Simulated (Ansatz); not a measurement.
**HOSeSi radical (SMILES [O][SiH]=[Se]): functionals against CCSD(T) at one geometry**

One table from this session's results is given with a row withheld; the runs are named, their logs left out.

Computed with Ansatz 0.2.0, Gaussian basis. Level: single points in def2-TZVPP.

Correlated methods freeze the cores. Filled d shells of the heavier atoms are correlated. Orbitals are unrestricted.

## The starting structure

SMILES `[O][SiH]=[Se]`, 4 atoms, charge 0, spin multiplicity 2.

Atoms are counted from 1 here; the program's logs count them from 0.

Bond lengths: O1–Si2 1.511 Å, Si2–Se3 2.262 Å, Si2–H4 1.490 Å. Angles: O1–Si2–Se3 123.2°, O1–Si2–H4 128.6°, Se3–Si2–H4 108.2°.

Geometry (Å):

```xyz
4

O    -1.29280   -0.54030    0.92490
Si   -0.24940    0.05220    0.00620
Se    1.95630   -0.42360    0.16690
H    -0.43700    1.01200   -1.11790
```

Set-up of the first run:

Contents of run/in.yaml:

```yaml
crystal:
  periodic: [false, false, false]
  atoms:
    - {symbol: O, position_ang: [-1.292800, -0.540300, 0.924900]}
    - {symbol: Si, position_ang: [-0.249400, 0.052200, 0.006200]}
    - {symbol: Se, position_ang: [1.956300, -0.423600, 0.166900]}
    - {symbol: H, position_ang: [-0.437000, 1.012000, -1.117900]}
basis:
  gaussian: {orbitals: def2-TZVPP}
magnetization: {spin_polarized: true, initial_magnetization: 1}
correlation: {method: ccsd_t}
scf: {omitted_lower_state_checks: [cluster_reference]}
output: {forces: true}
```

No record of the launch command was kept for these runs.

Steps of the session up to this table: CCSD(T)/def2-TZVPP; PBE0-D4/def2-TZVPP; wB97M-V/def2-TZVPP; r2SCAN-D4/def2-TZVPP; PBE-D4/def2-TZVPP; LC-wPBE/def2-TZVPP; B97M-V/def2-TZVPP.

One of the session's tables, all rows but one given; the rest of the session is left out.

| method | RMS force component (eV/Å) | angle to CCSD(T) forces (°) | dipole (D) |
| --- | --- | --- | --- |
| CCSD(T) | 0.451 | reference | 3.45 |
| PBE0-D4 | 0.317 | 25.2 | 3.54 |
| wB97M-V | ? | ? | ? |
| r2SCAN-D4 | 0.477 | 9.6 | 3.31 |
| PBE-D4 | 0.769 | 14.6 | 3.08 |
| LC-wPBE | 0.332 | 54.5 | 3.69 |
| B97M-V | 0.375 | 28.4 | 3.28 |

Estimate the missing values for wB97M-V.

As computed: RMS force component (eV/Å): 0.309; angle to CCSD(T) forces (°): 28.7; dipole (D): 3.59. In the column «RMS force component (eV/Å)» it is the lowest.
